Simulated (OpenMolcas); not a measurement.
# Zr²⁺ among point charges: CASSCF and CASPT2 levels and susceptibility

How does a field of 6 point charges split the states of Zr²⁺, and what χT follows?

The numbers are computed with OpenMolcas 26.06 (state-averaged CASSCF and CASPT2, spin-orbit coupling by RASSI with atomic mean-field integrals), except any that are marked as measured or tabulated.

### 1 The system

* Species: Zr²⁺ (zirconium, Z = 40, 38 electrons)
* Basis: ANO-RCC-VDZP [6s5p3d1f], 43 functions
* Scalar Hamiltonian: DKH2, point nucleus
* Inactive shells: 1s 2s 2p 3s 3p 3d 4s 4p
* Active space: 2 electrons in 5 orbitals (4d)
* Some configurations of this space: 4d2
* Orbitals: optimised for each spin and parity, averaged over all roots

The outer shells:

4d2
```
4d [↑ ][↑ ][  ][  ][  ]
```

The ion sits among 6 point charges of -0.85 e arranged as an octahedron (Oh), 2.14 Å from the ion.

Each step is its own input file, run in one work folder so that later steps find the files of earlier ones. Labels, J, g values, rates, χT and fits are worked out afterwards by a script from the matrices that RASSI stores. The input lists half of the charges; inversion (Group=XYZ) makes the rest.

### 2 One- and two-electron integrals

File a.inp:

```
&GATEWAY
Coord
1

Zr 0.0 0.0 0.0
Basis=ANO-RCC-VDZP
Group=XYZ
NoMove
AngMom=0.0 0.0 0.0
AMFI
XField
3 Angstrom 0
2.140000 0.000000 0.000000 -0.850000
0.000000 2.140000 0.000000 -0.850000
0.000000 0.000000 2.140000 -0.850000
&SEWARD
```

Command:

```
OMP_NUM_THREADS=1 MOLCAS_MEM=1689 MOLCAS_PROJECT=a pymolcas a.inp > a.log
```

### 3 CASSCF: triplets of even parity, 10 roots

File a.inp:

```
&RASSCF
FileOrb=start.orb
Symmetry=1
Spin=3
nActEl=2 0 0
Inactive=9 9
Ras2=5 0
CIRoot=10 10 1
SDav=10
CIMx=300
Iter=120 100
PrWF=0.3
OrbListing=Nothing
MaxOrb=0
>>> COPY $Project.JobIph JOB001
```

start.orb holds the contracted functions of the basis, ordered by shell, or the orbitals of the step before.

### 4 CASSCF: singlets of even parity, 15 roots

File a.inp:

```
&RASSCF
FileOrb=start.orb
Symmetry=1
Spin=1
nActEl=2 0 0
Inactive=9 9
Ras2=5 0
CIRoot=15 15 1
SDav=15
CIMx=300
Iter=120 100
PrWF=0.3
OrbListing=Nothing
MaxOrb=0
>>> COPY $Project.JobIph JOB002
```

### 5 RASSI: spin-orbit coupling between the states

File a.inp:

```
&RASSI
NrOfJobIphs=2 10 15
1 2 3 4 5 6 7 8 9 10
1 2 3 4 5 6 7 8 9 10 11 12 13 14 15
IphNames
JOB001
JOB002
EJob
SpinOrbit
DIPRint=1.0
SOCoupling=1000.0
Subsets=2
Property=9
'ANGMOM' 1 'ANGMOM' 2 'ANGMOM' 3 'MLTPL  1' 1 'MLTPL  1' 2 'MLTPL  1' 3
'AMFI' 1 'AMFI' 2 'AMFI' 3
SOProperty=3
'ANGMOM' 1 'ANGMOM' 2 'ANGMOM' 3
```

### 6 CASPT2: IPEA 0.25, imaginary shift 0.1 (closed shells correlated: 4s 4p)

File a.inp:

```
>>> COPY JOB001 $Project.JobIph
&CASPT2
Multistate=10 1 2 3 4 5 6 7 8 9 10
NoMult
Frozen=8 6
IPEA=0.25
Imaginary=0.1
MaxIter=60
WThr=0.0 0.3 0.05
PrWF=0.5
NoMix
>>> COPY JOB002 $Project.JobIph
&CASPT2
Multistate=15 1 2 3 4 5 6 7 8 9 10 11 12 13 14 15
NoMult
Frozen=8 6
IPEA=0.25
Imaginary=0.1
MaxIter=60
WThr=0.0 0.3 0.05
PrWF=0.5
NoMix
```

(Steps that only read results are left out.)

Q: Predict the outcome of this session. Wanted: spin-free ground state; first state of the same spin within the active space; lowest level; next level.

As calculated:

```
                                            quantity                                                                        value
                                              method  SS-CASPT2, IPEA 0.25, imaginary shift 0.1 (closed shells correlated: 4s 4p)
                              spin-free ground state                                              3T1, 3-fold in its orbital part
first state of the same spin within the active space                                                             3T2 at 9630 cm⁻¹
                                        lowest level                                               2-fold E, g = 0.00, 0.00, 0.00
                                          next level                                                                    27.1 cm⁻¹
                                         χT at 300 K                                                               0.59 cm³ K/mol
                           effective moment at 300 K                                                                      2.17 μB
```

Cost by method:

```csv
method,time of its own steps,time with the reference
A. CASSCF,4.2 s,4.2 s
"B. SS-CASPT2, IPEA 0.25, imaginary shift 0.1, +4s 4p",1.4 s,5.6 s
```

Times are of one thread on a shared host.

**Reading.** The spin-free ground state (3T1) comes to 94 % from free-ion F terms and keeps the highest spin of the shell. χT at 300 K is 0.59, against 1.00 cm³ K/mol for the spin alone, so spin-orbit coupling lowers it. A ligand-field fit to the states below 45000 cm-1 gives 10Dq = 11066 cm-1, B = 492 cm-1 and C = 1904 cm-1 (C/B = 3.87), with a deviation of 306 cm-1. CASPT2 does not keep the components of a term degenerate, and the means are used. The field of point charges can differ much from that of real complexes. Point charges carry no covalency, so the field is a model and not that of real ligands.
